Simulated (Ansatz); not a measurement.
# AsH₃O (singlet): the correlation ladder at a displaced geometry (v2), cc-pVDZ

One table from this session's results is given with a row withheld; the runs are named, their logs left out.

The runs use Ansatz 0.2.0, Gaussian basis; cc-pVDZ, core rule «outside noble gas», up to 15 orbitals frozen.

To be run: UHF; CCSD(T) on RHF; BCCD(T) on RHF; CISD; CCSDT(Q) on RHF.

16 further runs of the same task are left out: 5 for a known fault of the program, 4 that didn't finish, 7 set aside as unsound or not needed.

### The system

The geometry is a PBE0/def2-TZVP stationary point (not a proven minimum) with its atoms shifted at random (size 0.100 Å). No spin-orbit coupling is included. The filled d shell of As may be among the frozen orbitals whatever the setting's name suggests; the logs give the count.

5 atoms, charge 0, spin multiplicity 1.

Atoms are counted from 1 here; the program's logs count them from 0.

Bond lengths: O1–As2 1.797 Å, O1–H3 0.987 Å, As2–H4 1.590 Å, As2–H5 1.437 Å. Angles: As2–O1–H3 106.9°, O1–As2–H4 91.6°, O1–As2–H5 104.5°, H4–As2–H5 98.2°.

The first run:

in.yaml

```yaml
crystal:
  periodic: [false, false, false]
  atoms:
    - {symbol: O, position_ang: [0.133651, 0.163701, 1.457591]}
    - {symbol: As, position_ang: [-0.031223, -0.048868, -0.318978]}
    - {symbol: H, position_ang: [0.045397, -0.732000, 1.863426]}
    - {symbol: H, position_ang: [1.220857, 0.892533, -0.593653]}
    - {symbol: H, position_ang: [-1.066906, 0.873397, -0.696536]}
basis:
  gaussian: {orbitals: cc-pVDZ}
magnetization: {spin_polarized: true, initial_magnetization: 0}
hamiltonian: {xc: hf}
output: {orbitals: {seedname: orbitals}}
```

Launch:

```
> ansatz run in.yaml --threads 1 --pin off --events-out ev --progress --plain --max-ram 2393MiB
```

Among the steps run: UHF; CCSD(T) on RHF; BCCD(T) on RHF; CISD; CCSDT(Q) on RHF.

One table of the session follows, with a row left open; its other results are not shown here.

| method | from RCCSDT(Q) (meV) |
| --- | --- |
| RHF | +9301.1 |
| RMP2 | ? |
| CISD | +1037.5 |
| RCCSD | +249.4 |
| RCCSD(T) | +41.4 |
| BCCD(T) | +39.8 |
| RCCSDT | +24.2 |
| RCCSDT(Q) | 0 |

Estimate the missing values for RMP2.

As computed: from RCCSDT(Q) (meV): +950.0. In the column «from RCCSDT(Q) (meV)» it lies between RCCSD (+249.4) and CISD (+1037.5).
